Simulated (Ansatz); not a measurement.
The system is La3Hf.

```xyz
4
Lattice="5.0451 0.0000 0.0000 0.0000 5.0451 0.0000 0.0000 0.0000 5.0451" Properties=species:S:1:pos:R:3 pbc="T T T"
Hf    0.0000    0.0000    0.0000
La    2.5226    2.5226    0.0000
La    2.5226    0.0000    2.5226
La    0.0000    2.5226    2.5226
```

The cell comes from a database or a generator and needn't be the stable form of this composition.

| Item | Value |
| --- | --- |
| Program | Ansatz 0.2.0 |
| Task | relaxation of cell and atoms |
| Functional | revPBE |
| Potentials or basis | Ansatz PAW |
| Cutoff | 420 eV (not typed: the program's choice for these potentials) |
| k mesh | 5 × 5 × 5 |
| Occupations | fermi-dirac, width 0.05 eV |
| Spin | no spin polarisation |

At the start: volume 32.10 Å³/atom.

**Question.** How do energy, volume and symmetry change on relaxing?

**Answer.** It ends after 3 steps and the volume is 33.07 Å³/atom (+3.0 %); space group Pm-3m (No. 221, to 0.05 Å).

The path:
```tsv
step	energy change (eV)	largest force (eV/Å)	volume (Å³)
1	0.0000	0.0000	128.42
2	-0.0125	0.0000	132.29
3	-0.0127	0.0000	132.29
```

Final structure:
```yaml
crystal:
  lattice:
    - [5.09540, 0.00000, 0.00000]
    - [0.00000, 5.09540, 0.00000]
    - [0.00000, 0.00000, 5.09540]
  atoms:
    - { symbol: Hf, position: [0.00000, 0.00000, 0.00000] }
    - { symbol: La, position: [0.50000, 0.50000, 0.00000] }
    - { symbol: La, position: [0.50000, 0.00000, 0.50000] }
    - { symbol: La, position: [0.00000, 0.50000, 0.50000] }
```

Caveat: the plane-wave basis is chosen anew once the cell has moved, so the energies of steps on either side of that aren't comparable; the PAW data sets come from PBE, with cores solved anew for the run's functional, which leaves a small shift of forces and pressure.
